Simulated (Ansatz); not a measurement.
# AlF₃ (singlet): wave-function methods side by side at a displaced geometry (v2), cc-pVDZ

How much of the correlation energy of AlF₃ (singlet) does each wave-function method recover here?

Computed with Ansatz 0.2.0, Gaussian basis. Level: cc-pVDZ, core rule «outside noble gas», up to 8 orbitals frozen.

To be run: UHF; CCSD(T) on RHF; BCCD(T) on RHF; CISD; CCSDT(Q) on RHF; CASSCF and NEVPT2, 8 electrons in 8 orbitals.

9 further runs of the same task are left out: 5 that didn't finish, 4 set aside as unsound or not needed.

**1. The system**

The geometry is a PBE0/def2-TZVP stationary point (not a proven minimum) with its atoms shifted at random (size 0.100 Å).

4 atoms, charge 0, spin multiplicity 1.

Atoms are counted from 1 here; the program's logs count them from 0.

Bond lengths: Al1–F2 1.464 Å, Al1–F3 1.655 Å, Al1–F4 1.701 Å. Angles: F2–Al1–F3 122.7°, F2–Al1–F4 119.2°, F3–Al1–F4 118.1°.

**2. UHF**

in.yaml

```yaml
crystal:
  periodic: [false, false, false]
  atoms:
    - {symbol: Al, position_ang: [0.058430, 0.021491, -0.008288]}
    - {symbol: F, position_ang: [1.522554, 0.042567, 0.003172]}
    - {symbol: F, position_ang: [-0.855323, 1.401842, -0.007408]}
    - {symbol: F, position_ang: [-0.750214, -1.474931, 0.016006]}
basis:
  gaussian: {orbitals: cc-pVDZ}
magnetization: {spin_polarized: true, initial_magnetization: 0}
hamiltonian: {xc: hf}
output: {orbitals: {seedname: orbitals}}
```

The run is started by

```console
ansatz run in.yaml --threads 1 --pin off --events-out ev --progress --plain --max-ram 2393MiB
```

After this run come: CCSD(T) on RHF; BCCD(T) on RHF; CISD; CCSDT(Q) on RHF; CASSCF and NEVPT2, 8 electrons in 8 orbitals.

Q: Predict the results of all the runs planned. Wanted: RCCSDT(Q) below the RHF energy; RMP2 from RCCSDT(Q); RCCSD from RCCSDT(Q); RCCSD(T) from RCCSDT(Q); NEVPT2 frontier from RCCSDT(Q); T1 diagnostic.

The runs gave:

| quantity | value |
| --- | --- |
| RCCSDT(Q) below the RHF energy | -17.2140 eV |
| RMP2 from RCCSDT(Q) | +8.50 kcal/mol |
| RCCSD from RCCSDT(Q) | +6.59 kcal/mol |
| RCCSD(T) from RCCSDT(Q) | +1.18 kcal/mol |
| NEVPT2 frontier from RCCSDT(Q) | +17.60 kcal/mol |
| levels within 1 kcal/mol (43 meV) | BCCD(T), RCCSDT |
| T1 diagnostic | 0.014 |

In words: RCCSD(T) misses by +1.18 kcal/mol, 0.3 % of the correlation energy. These misses are within one basis, not against nature.
